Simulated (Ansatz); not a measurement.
# CH7ClSi2: how energies converge with the basis set

The task here is to estimate one member of a computed series from the others.

Computed with Ansatz 0.2.0, Gaussian basis. Level: one geometry, several basis sets.

The runs, in order: PBE0-D4/def2-SVP; ωB97M-V/def2-SVP; PBE0-D4/def2-QZVPP; ωB97M-V/def2-QZVPP; CCSD(T)/cc-pV(D+d)Z; CCSD(T)/cc-pV(T+d)Z; CCSD(T)/cc-pV(Q+d)Z; the functionals' def2-TZVPP values are taken from earlier runs.

### The geometry

The geometry comes from an earlier relaxation with PBE0-D4 in a triple-zeta def2 set; it is a stationary point, not always the lowest conformer.

SMILES `C[SiH2][SiH2]Cl`, 11 atoms, charge 0, spin multiplicity 1.

Atoms are counted from 1 here; the program's logs count them from 0.

Bond lengths: C1–Si2 1.873 Å, C1–H5 1.092 Å, C1–H6 1.092 Å, C1–H7 1.092 Å, Si2–Si3 2.339 Å, Si2–H8 1.491 Å, Si2–H9 1.489 Å, Si3–Cl4 2.071 Å, Si3–H10 1.485 Å, Si3–H11 1.487 Å. Angles: Si2–C1–H5 110.9°, Si2–C1–H6 110.3°, Si2–C1–H7 110.7°, H5–C1–H6 108.2°, H5–C1–H7 108.3°, H6–C1–H7 108.4°, C1–Si2–Si3 110.3°, C1–Si2–H8 111.2°, C1–Si2–H9 110.9°, Si3–Si2–H8 108.3°, Si3–Si2–H9 108.0°, H8–Si2–H9 108.0°, Si2–Si3–Cl4 107.9°, Si2–Si3–H10 113.2°, Si2–Si3–H11 112.4°, Cl4–Si3–H10 107.5°, Cl4–Si3–H11 107.0°, H10–Si3–H11 108.5°.

Set-up of the first run:

Contents of in.yaml:

```yaml
crystal:
  periodic: [false, false, false]
  atoms:
    - {symbol: C, position_ang: [-0.254843, 1.675515, 0.256442]}
    - {symbol: Si, position_ang: [-0.284611, 0.165617, -0.851544]}
    - {symbol: Si, position_ang: [0.566123, -1.693987, 0.284599]}
    - {symbol: Cl, position_ang: [-0.483193, -1.891961, 2.059246]}
    - {symbol: H, position_ang: [0.768237, 1.928620, 0.542237]}
    - {symbol: H, position_ang: [-0.826725, 1.488436, 1.167709]}
    - {symbol: H, position_ang: [-0.691130, 2.537240, -0.253216]}
    - {symbol: H, position_ang: [0.535719, 0.381252, -2.077819]}
    - {symbol: H, position_ang: [-1.674987, -0.153384, -1.278570]}
    - {symbol: H, position_ang: [0.410684, -2.963287, -0.470934]}
    - {symbol: H, position_ang: [2.000024, -1.531161, 0.642350]}
basis:
  gaussian: {orbitals: def2-SVP}
hamiltonian: {xc: pbe0, dispersion: d4}
output: {orbitals: {seedname: orbitals}}
```

Started as:

```sh
ansatz run in.yaml --threads 2 --pin off --events-out ev --progress --plain --max-ram 32768MiB --backend cpu
```

Steps of the session up to this table: PBE0-D4 in def2-SVP; ωB97M-V in def2-SVP; PBE0-D4 in def2-QZVPP; ωB97M-V in def2-QZVPP.

One table of the session follows, with a row left open; its other results are not shown here.

```
functional       basis  HOMO (eV)  LUMO (eV)
   PBE0-D4    def2-SVP      -7.90      -0.17
   PBE0-D4  def2-TZVPP      -7.93      -0.46
   PBE0-D4  def2-QZVPP      -7.95      -0.58
   ωB97M-V    def2-SVP          ?          ?
   ωB97M-V  def2-TZVPP      -9.98       1.31
   ωB97M-V  def2-QZVPP      -9.99       1.02
```

Estimate the missing values for ωB97M-V, def2-SVP.

The run gave: HOMO (eV): -9.90; LUMO (eV): 1.77. In the column «HOMO (eV)» it lies between ωB97M-V, def2-TZVPP (-9.98) and PBE0-D4, def2-QZVPP (-7.95).
